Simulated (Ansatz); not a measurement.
**AlH6NOSi: how energies converge with the basis set**

One table from this session's results is given with a row withheld; the runs are named, their logs left out.

The runs use Ansatz 0.2.0, Gaussian basis; one geometry, several basis sets.

The runs, in order: PBE0-D4/def2-SVP; ωB97M-V/def2-SVP; PBE0-D4/def2-QZVPP; ωB97M-V/def2-QZVPP; the functionals' def2-TZVPP values are taken from earlier runs.

## Structure used throughout

The geometry comes from an earlier relaxation with PBE0-D4 in a triple-zeta def2 set; it is a stationary point, not always the lowest conformer.

SMILES `O[SiH2][NH][AlH2]`, 10 atoms, charge 0, spin multiplicity 1.

Atoms are counted from 1 here; the program's logs count them from 0.

Bond lengths: O1–Si2 1.650 Å, O1–H5 0.958 Å, Si2–N3 1.711 Å, Si2–H6 1.486 Å, Si2–H7 1.491 Å, N3–Al4 1.785 Å, N3–H8 1.013 Å, Al4–H9 1.580 Å, Al4–H10 1.583 Å. Angles: Si2–O1–H5 117.1°, O1–Si2–N3 109.6°, O1–Si2–H6 111.3°, O1–Si2–H7 107.7°, N3–Si2–H6 106.5°, N3–Si2–H7 112.1°, H6–Si2–H7 109.7°, Si2–N3–Al4 128.8°, Si2–N3–H8 114.7°, Al4–N3–H8 116.5°, N3–Al4–H9 118.3°, N3–Al4–H10 117.3°, H9–Al4–H10 124.3°.

The first run:

Input file in.yaml:

```yaml
crystal:
  periodic: [false, false, false]
  atoms:
    - {symbol: O, position_ang: [-1.817387, -0.693752, -1.056546]}
    - {symbol: Si, position_ang: [-0.576616, 0.373923, -0.851634]}
    - {symbol: N, position_ang: [0.693301, -0.382296, 0.009608]}
    - {symbol: Al, position_ang: [1.233304, -0.094768, 1.686319]}
    - {symbol: H, position_ang: [-2.399819, -0.547925, -1.803107]}
    - {symbol: H, position_ang: [-1.000197, 1.543763, -0.039469]}
    - {symbol: H, position_ang: [-0.142758, 0.831296, -2.203189]}
    - {symbol: H, position_ang: [1.159363, -1.127814, -0.492997]}
    - {symbol: H, position_ang: [0.508420, 1.030637, 2.525185]}
    - {symbol: H, position_ang: [2.425389, -0.984165, 2.228731]}
basis:
  gaussian: {orbitals: def2-SVP}
hamiltonian: {xc: pbe0, dispersion: d4}
output: {orbitals: {seedname: orbitals}}
```

Steps of the session up to this table: PBE0-D4 in def2-SVP; ωB97M-V in def2-SVP; PBE0-D4 in def2-QZVPP; ωB97M-V in def2-QZVPP.

One table of the session follows, with a row left open; its other results are not shown here.

It belongs to the step «Density functionals: the series». 

| functional | basis | HOMO (eV) |
| --- | --- | --- |
| PBE0-D4 | def2-SVP | -7.88 |
| PBE0-D4 | def2-TZVPP | -8.01 |
| PBE0-D4 | def2-QZVPP | ? |
| ωB97M-V | def2-SVP | -10.17 |
| ωB97M-V | def2-TZVPP | -10.33 |
| ωB97M-V | def2-QZVPP | -10.36 |

**Question.** Estimate the row for PBE0-D4, def2-QZVPP.

The run gave: HOMO (eV): -8.03. In the column «HOMO (eV)» it lies between ωB97M-V, def2-SVP (-10.17) and PBE0-D4, def2-TZVPP (-8.01).
